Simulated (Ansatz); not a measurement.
# GaHF (doublet): wave-function methods side by side at a displaced geometry (v2), cc-pVDZ

Aim: climb from Hartree-Fock through coupled cluster for GaHF (doublet) at one geometry and basis, and see what each rung misses.

Computed with Ansatz 0.2.0, Gaussian basis. Level: cc-pVDZ, core rule «outside noble gas», up to 15 orbitals frozen.

Plan: UHF; CCSD(T) on ROHF; CCSD(T) on UHF; BCCD(T) on ROHF; CISD as a restricted active space (open shells left free, so some higher excitations enter); CCSDT(Q) on ROHF; CCSDT(Q) on UHF.

34 further runs of the same task are left out: 15 for a known fault of the program, 8 that didn't finish, 11 set aside as unsound or not needed. Runs told in other sessions of the task aren't counted.

## Step 1: What is computed

The geometry is a PBE0/def2-TZVP stationary point (not a proven minimum) with its atoms shifted at random (size 0.100 Å). No spin-orbit coupling is included. The filled d shell of Ga may be among the frozen orbitals whatever the setting's name suggests.

3 atoms, charge 0, spin multiplicity 2.

Atoms are counted from 1 here; the program's logs count them from 0.

Bond lengths: F1–Ga2 1.763 Å, Ga2–H3 1.587 Å. Angles: F1–Ga2–H3 114.8°.

## Step 2: UHF

File in.yaml:

```yaml
crystal:
  periodic: [false, false, false]
  atoms:
    - {symbol: F, position_ang: [0.129105, 0.078631, 1.388973]}
    - {symbol: Ga, position_ang: [-0.035770, -0.040855, -0.362079]}
    - {symbol: H, position_ang: [0.040851, 1.344036, -1.134060]}
basis:
  gaussian: {orbitals: cc-pVDZ}
magnetization: {spin_polarized: true, initial_magnetization: 1}
hamiltonian: {xc: hf}
output: {orbitals: {seedname: orbitals}}
```

Command:

```bash
ansatz run in.yaml --threads 1 --pin off --events-out ev --progress --plain --max-ram 2393MiB
```

The runs that follow: CCSD(T) on ROHF; CCSD(T) on UHF; BCCD(T) on ROHF; CISD as a restricted active space (open shells left free, so some higher excitations enter); CCSDT(Q) on ROHF; CCSDT(Q) on UHF.

Q: Predict the results of all the runs planned. Wanted: UCCSDT(Q) from the RHF energy; RMP2 from UCCSDT(Q); UMP2 from UCCSDT(Q); RCCSD from UCCSDT(Q); RCCSD(T) from UCCSDT(Q); UCCSD(T) from UCCSDT(Q); RCCSDT(Q) from UCCSDT(Q); T1 diagnostic.

As calculated:

```
                         quantity                                                   value
    UCCSDT(Q) from the ROHF energy                                              -7.0343 eV
              RMP2 from UCCSDT(Q)                                              +475.0 meV
              UMP2 from UCCSDT(Q)                                              +453.7 meV
             RCCSD from UCCSDT(Q)                                              +157.5 meV
          RCCSD(T) from UCCSDT(Q)                                               +36.6 meV
          UCCSD(T) from UCCSDT(Q)                                               +29.9 meV
         RCCSDT(Q) from UCCSDT(Q)                                                +9.8 meV
levels within 1 kcal/mol (43 meV)  RCCSD(T), UCCSD(T), BCCD(T), RCCSDT, UCCSDT, RCCSDT(Q)
                    T1 diagnostic                                                   0.025
```

RCCSD(T) misses by +36.6 meV, 0.5 % of the correlation energy. These misses are within one basis, not against nature; the frozen cores of restricted and unrestricted runs differ, which can shift their rows.
